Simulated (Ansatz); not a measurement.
C₂H₇FOSi, SMILES COC(F)[SiH3], a single point in a Gaussian basis

Program: the Ansatz DFT code, driven from Python.

The script, `c2h7fosi_energy.py`:
```python
import logging
import sys

import ansatz
from ase import Atoms
import numpy as np
import pandas as pd

logging.basicConfig(stream=sys.stdout, format="%(levelname)s:%(name)s:%(message)s")
logger = logging.getLogger("ansatz_job")
logger.setLevel(logging.INFO)

atoms = Atoms(["C", "O", "C", "F", "Si", "H", "H", "H", "H", "H", "H", "H"], positions=[
    (-1.9331, 0.1644, 0.6022),
    (-0.9078, -0.5192, 0.0134),
    (0.2628, 0.2689, -0.0538),
    (0.6312, 0.6966, 1.2291),
    (1.8289, -0.589, -0.715),
    (-1.7713, 0.4655, 1.6354),
    (-2.1509, 1.1269, 0.0277),
    (-2.8369, -0.4024, 0.5481),
    (0.1074, 1.1768, -0.6038),
    (1.6387, -1.0125, -2.0878),
    (2.9844, 0.3452, -0.6765),
    (2.2236, -1.7764, 0.1151),
])
geometry = ansatz.Crystal.molecule_from_ase(atoms)

calc = (
    geometry.calculation()
    .basis(gaussian="cc-pVDZ")
    .functional("r2SCAN")
    .forces()
)
print(calc.to_yaml())
out = calc.run(threads=1)
rep = out.report

for key in ("converged", "free_energy_ev", "reference_energy_ev", "n_frozen", "n_occupied", "n_virtual"):
    logger.info(f"{key:22s} {rep[key]}")

field = rep["mean_field"]
print("<S^2> =", round(abs(field["state"]["spin_squared"]), 4), " all-electron relativity setting:", field["relativity"])
print("passes:", field["passes"])
if "symmetry" in field:
    print("occupied orbitals by irrep:", field["symmetry"]["occupied"])

symbols = [site.symbol for site in geometry.cartesian_sites]
forces = np.array(rep["forces_ev_ang"])
print("largest force", round(float(np.linalg.norm(forces, axis=1).max()), 4), "eV/A, rms", round(float(np.sqrt((forces ** 2).mean())), 4))

charges = rep["charge_distribution"]
table = pd.DataFrame({"atom": symbols, "mulliken": charges["mulliken_charges_e"], "lowdin": charges["lowdin_charges_e"]})
print(table.round(3).to_string())
print("dipole (e A):", np.round(charges["dipole_moment_e_ang"], 4) + 0.0)
```

`python c2h7fosi_energy.py` gives:
```text
crystal:
  periodic: [false, false, false]
  atoms:
    - { symbol: C, position_ang: [-1.9331, 0.1644, 0.6022] }
    - { symbol: O, position_ang: [-0.9078, -0.5192, 0.0134] }
    - { symbol: C, position_ang: [0.2628, 0.2689, -0.0538] }
    - { symbol: F, position_ang: [0.6312, 0.6966, 1.2291] }
    - { symbol: Si, position_ang: [1.8289, -0.589, -0.715] }
    - { symbol: H, position_ang: [-1.7713, 0.4655, 1.6354] }
    - { symbol: H, position_ang: [-2.1509, 1.1269, 0.0277] }
    - { symbol: H, position_ang: [-2.8369, -0.4024, 0.5481] }
    - { symbol: H, position_ang: [0.1074, 1.1768, -0.6038] }
    - { symbol: H, position_ang: [1.6387, -1.0125, -2.0878] }
    - { symbol: H, position_ang: [2.9844, 0.3452, -0.6765] }
    - { symbol: H, position_ang: [2.2236, -1.7764, 0.1151] }
basis:
  gaussian:
    orbitals: cc-pVDZ
hamiltonian:
  xc: r2scan
output:
  forces: true

INFO:ansatz_job:converged              True
INFO:ansatz_job:free_energy_ev         -14824.525020797093
INFO:ansatz_job:reference_energy_ev    -14824.525020797093
INFO:ansatz_job:n_frozen               0
INFO:ansatz_job:n_occupied             [25, 25]
INFO:ansatz_job:n_virtual              [84, 84]
<S^2> = 0.0  all-electron relativity setting: none
passes: {'evaluations': 15, 'products': 12}
occupied orbitals by irrep: [{'A': 25}, {'A': 25}]
largest force 2.9878 eV/A, rms 0.8257
   atom  mulliken  lowdin
0     C     0.094  -0.068
1     O    -0.310   0.216
2     C     0.226  -0.253
3     F    -0.252   0.116
4    Si     0.294   0.213
5     H     0.037  -0.020
6     H     0.006  -0.004
7     H     0.035  -0.012
8     H     0.023  -0.029
9     H    -0.061  -0.060
10    H    -0.050  -0.051
11    H    -0.042  -0.048
dipole (e A): [-0.1574  0.1482 -0.1541]
```

Reading the output:
- Total energies depend on the basis set; only differences at equal settings carry meaning.
- The geometry is a force-field or estimated start, not a minimum of this method, and the basis set is short of its limit.
- The Löwdin charges here are taken after orthogonalising the functions within each atom; they differ from plain Löwdin charges, and their signs can be unphysical.
- The whole script took 8.6 s on 1 thread of Arm Neoverse V1 (shared host), peak memory 0.27 GiB.
